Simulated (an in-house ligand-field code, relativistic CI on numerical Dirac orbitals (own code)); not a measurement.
# d5 in a ligand field: terms against the cubic field

Which terms of d5 lie lowest for given Racah parameters and ligand field?

The numbers are computed with an in-house ligand-field code version 1 (parametric ligand-field model of a d^n configuration (Racah B and C, spin-orbit zeta, crystal field), exact diagonalisation), except any that are marked as measured or tabulated.

### 1 The atom as given

```
shell        : d5
set 1 (cm⁻¹) : B = 600, C = 2700, Oh, 10Dq = 10200
set 2 (cm⁻¹) : B = 600, C = 2700, Oh, 10Dq = 11400
set 3 (cm⁻¹) : B = 600, C = 2700, Oh, 10Dq = 12600
set 4 (cm⁻¹) : B = 600, C = 2700, Oh, 10Dq = 13800
set 5 (cm⁻¹) : B = 600, C = 2700, Oh, 10Dq = 15000
set 6 (cm⁻¹) : B = 600, C = 2700, Oh, 10Dq = 16200
set 7 (cm⁻¹) : B = 600, C = 2700, Oh, 10Dq = 17400
set 8 (cm⁻¹) : B = 600, C = 2700, Oh, 10Dq = 18600
```

### 2 Set 1

Settings, as recorded:

```ini
n = 5
racah_B = 600  # cm-1
racah_C = 2700  # cm-1
zeta = 0  # cm-1
symmetry = Oh
field = {"10Dq": 10200}  # cm-1
```

### 3 Set 2

Settings, as recorded:

```ini
n = 5
racah_B = 600  # cm-1
racah_C = 2700  # cm-1
zeta = 0  # cm-1
symmetry = Oh
field = {"10Dq": 11400}  # cm-1
```

### 4 Set 3

Settings, as recorded:

```ini
n = 5
racah_B = 600  # cm-1
racah_C = 2700  # cm-1
zeta = 0  # cm-1
symmetry = Oh
field = {"10Dq": 12600}  # cm-1
```

### 5 Set 4

Settings, as recorded:

```ini
n = 5
racah_B = 600  # cm-1
racah_C = 2700  # cm-1
zeta = 0  # cm-1
symmetry = Oh
field = {"10Dq": 13800}  # cm-1
```

### 6 Set 5

Settings, as recorded:

```ini
n = 5
racah_B = 600  # cm-1
racah_C = 2700  # cm-1
zeta = 0  # cm-1
symmetry = Oh
field = {"10Dq": 15000}  # cm-1
```

### 7 Set 6

Settings, as recorded:

```ini
n = 5
racah_B = 600  # cm-1
racah_C = 2700  # cm-1
zeta = 0  # cm-1
symmetry = Oh
field = {"10Dq": 16200}  # cm-1
```

### 8 Set 7

Settings, as recorded:

```ini
n = 5
racah_B = 600  # cm-1
racah_C = 2700  # cm-1
zeta = 0  # cm-1
symmetry = Oh
field = {"10Dq": 17400}  # cm-1
```

### 9 Set 8

Settings, as recorded:

```ini
n = 5
racah_B = 600  # cm-1
racah_C = 2700  # cm-1
zeta = 0  # cm-1
symmetry = Oh
field = {"10Dq": 18600}  # cm-1
```

(Steps that only read results are left out.)

**Question.** What will these runs give? Wanted: lowest terms; sets at their largest spin, of those that allow S over 1.

The runs gave:

| set | 10Dq/B (size) | lowest | S | electrons in z² and x²-y² | first level of the same spin (cm⁻¹) |
| --- | --- | --- | --- | --- | --- |
| 1: Oh | 17.0 | 6A1 | 2.50 | 2.00 | - |
| 2: Oh | 19.0 | 6A1 | 2.50 | 2.00 | - |
| 3: Oh | 21.0 | 6A1 | 2.50 | 2.00 | - |
| 4: Oh | 23.0 | 6A1 | 2.50 | 2.00 | - |
| 5: Oh | 25.0 | 6A1 | 2.50 | 2.00 | - |
| 6: Oh | 27.0 | 6A1 | 2.50 | 2.00 | - |
| 7: Oh | 29.0 | 2T2 | 0.50 | 0.06 | 2A2 14397 |
| 8: Oh | 31.0 | 2T2 | 0.50 | 0.06 | 2A2 15545 |

| quantity | value |
| --- | --- |
| lowest terms | 1: 6A1, 2: 6A1, 3: 6A1, 4: 6A1, 5: 6A1, 6: 6A1, 7: 2T2, 8: 2T2 |
| sets at their largest spin, of those that allow S over 1 | 1, 2, 3, 4, 5, 6 |

In words: The ground state turns from 6A1 to 2T2 between |10Dq|/B = 27.0 and 29.0, at C/B = 4.50. B, C and the field are free parameters here, not those of a compound.
